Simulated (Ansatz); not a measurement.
# ZnGeSb2: the cost of one run

Computed with Ansatz 0.2.0 (reference: DFT, r2SCAN, plane waves, PAW, unless a step's input says otherwise).

2 further runs of the same task are left out: 2 that didn't finish. Runs told in other sessions of the task aren't counted.

### Step 1. The starting structure

It takes space group P-4m2 (No. 115, tetragonal). Conventional cell: a = 4.329 Å, b = 4.329 Å, c = 6.077 Å, α = 90.00°, β = 90.00°, γ = 90.00°. Around Zn (site symmetry -4m2) lie 4 Sb at 2.61 Å. Sb (site symmetry 2mm) has 2 Zn at 2.61 Å and 2 Ge at 2.68 Å in its first shell of neighbours. Ge (site symmetry -4m2) is surrounded by 4 Sb at 2.68 Å.

Coordinates:

```
CELL_PARAMETERS angstrom
4.32940 0.00000 0.00000
0.00000 4.32940 0.00000
0.00000 0.00000 6.07749
ATOMIC_POSITIONS crystal
Zn 0.00000 0.00000 0.00000
Sb 0.00000 0.50000 0.23897
Ge 0.50000 0.50000 0.50000
Sb 0.50000 0.00000 0.76103
```

### Step 2. Reference

input.yaml reads:

```yaml
crystal:
  lattice:
    - [4.3293953794, 0.0, 0.0]
    - [0.0, 4.3293953794, 0.0]
    - [0.0, 0.0, 6.077491413]
  atoms:
    - { symbol: Zn, position: [0.0, 0.0, 0.0] }
    - { symbol: Sb, position: [0.0, 0.5, 0.2389723063] }
    - { symbol: Ge, position: [0.5, 0.5, 0.5] }
    - { symbol: Sb, position: [0.5, 0.0, 0.7610276937] }
kpoints:
  mp_grid: { grid: [4, 4, 4] }
hamiltonian:
  xc: r2scan
scf:
  occupations: { method: fermi_dirac, width: 0.02 }
  n_extra_bands: 5
output:
  forces: true
  stress: true
  eigenvalues: true
```

Started as:

```
ansatz run input.yaml --threads 4 --pin off --max-ram 3686MiB --backend cpu --events-out ev --progress --plain --runs-dir out
```

**Question.** How long does this run take on 4 threads of Arm Neoverse N1, shared host, and how much memory does it need?

About 7.5 s, with a peak of 0.57 GiB.
